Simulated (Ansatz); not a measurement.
**C₂H₅BO₂: up Jacob's ladder to CCSD(T)**

The task here is to estimate one member of a computed series from the others.

The runs use Ansatz 0.2.0, Gaussian basis; functionals in def2-TZVPP, the program's frozen cores in correlated methods.

Levels to be run: LDA (SPW92), PBE-D4, revPBE-D4, BLYP-D4, r2SCAN-D4, B97M-V, PBE0-D4, B3LYP-D4, r2SCANh-D4, r2SCAN0-D4, HSE06-D4, BHLYP-D4, CAM-B3LYP-D4, LC-ωPBE, ωB97X-V, ωB97M-V, B2PLYP, PBE-QIDH; CCSD(T)/def2-SVP; CCSD(T)/def2-TZVPP; MP2/def2-QZVPP; extrapolation to the limit; RPA on PBE.

**Structure used throughout**

The geometry comes from an earlier relaxation with PBE0-D4 in a triple-zeta def2 set; it is a stationary point, not always the lowest conformer.

SMILES `BC(=O)OC`, 10 atoms, charge 0, spin multiplicity 1.

Atoms are counted from 1 here; the program's logs count them from 0.

Bond lengths: B1–C2 1.558 Å, B1–H6 1.191 Å, B1–H7 1.191 Å, C2–O3 1.213 Å, C2–O4 1.326 Å, O4–C5 1.431 Å, C5–H8 1.090 Å, C5–H9 1.087 Å, C5–H10 1.090 Å. Angles: C2–B1–H6 119.0°, C2–B1–H7 119.0°, H6–B1–H7 121.6°, B1–C2–O3 112.6°, B1–C2–O4 122.9°, O3–C2–O4 124.6°, C2–O4–C5 115.7°, O4–C5–H8 110.5°, O4–C5–H9 105.7°, O4–C5–H10 110.5°, H8–C5–H9 110.6°, H8–C5–H10 109.0°, H9–C5–H10 110.6°.

Set-up of the first run:

Contents of in.yaml:

```yaml
crystal:
  periodic: [false, false, false]
  atoms:
    - {symbol: B, position_ang: [-1.015479, 0.108233, -1.811552]}
    - {symbol: C, position_ang: [-0.064413, 0.163165, -0.579148]}
    - {symbol: O, position_ang: [0.957802, 0.775307, -0.806814]}
    - {symbol: O, position_ang: [-0.358724, -0.403327, 0.582794]}
    - {symbol: C, position_ang: [0.626223, -0.257604, 1.610861]}
    - {symbol: H, position_ang: [-1.781507, 1.002926, -1.990022]}
    - {symbol: H, position_ang: [-0.866058, -0.755632, -2.618117]}
    - {symbol: H, position_ang: [0.787747, 0.796640, 1.837699]}
    - {symbol: H, position_ang: [0.225846, -0.777676, 2.477400]}
    - {symbol: H, position_ang: [1.571564, -0.703031, 1.299699]}
basis:
  gaussian: {orbitals: def2-TZVPP}
hamiltonian: {xc: lda}
output: {orbitals: {seedname: orbitals}}
```

Run with:

```console
$ ansatz run in.yaml --threads 2 --pin off --events-out ev --progress --plain --max-ram 4352MiB
```

Steps of the session up to this table: LDA; PBE-D4 (GGA); revPBE-D4 (GGA); BLYP-D4 (GGA); r2SCAN-D4 (meta-GGA); B97M-V (meta-GGA); B3LYP-D4 (hybrid); r2SCANh-D4 (hybrid); r2SCAN0-D4 (hybrid); HSE06-D4 (hybrid); BHLYP-D4 (hybrid); CAM-B3LYP-D4 (range-separated); LC-ωPBE (range-separated); ωB97X-V (range-separated); ωB97M-V (range-separated); B2PLYP (double hybrid); PBE-QIDH (double hybrid).

One of the session's tables, all rows but one given; the rest of the session is left out.

It belongs to the step «Frontier levels by functional». 

```
  functional  HOMO (eV)  LUMO (eV)  gap (eV)
 LDA (SPW92)      -6.87      -3.15      3.72
      PBE-D4      -6.64      -2.82      3.83
   revPBE-D4      -6.55      -2.68      3.87
     BLYP-D4      -6.53      -2.67      3.87
   r2SCAN-D4      -6.87      -2.43      4.44
      B97M-V      -7.00      -2.56      4.44
     PBE0-D4      -8.07      -1.82      6.25
    B3LYP-D4      -7.85      -2.06      5.79
  r2SCANh-D4      -7.42      -2.09      5.33
  r2SCAN0-D4      -8.27      -1.59      6.68
    HSE06-D4          ?          ?         ?
    BHLYP-D4      -9.53      -0.79      8.74
CAM-B3LYP-D4      -9.52      -0.74      8.79
     LC-ωPBE     -10.82       0.53     11.35
     ωB97X-V     -10.49       0.42     10.91
     ωB97M-V     -10.45       0.13     10.58
```

**Question.** Estimate the row for HSE06-D4.

**Answer.** HOMO (eV): -7.67; LUMO (eV): -2.21; gap (eV): 5.46. In the column «HOMO (eV)» it lies between B3LYP-D4 (-7.85) and r2SCANh-D4 (-7.42).
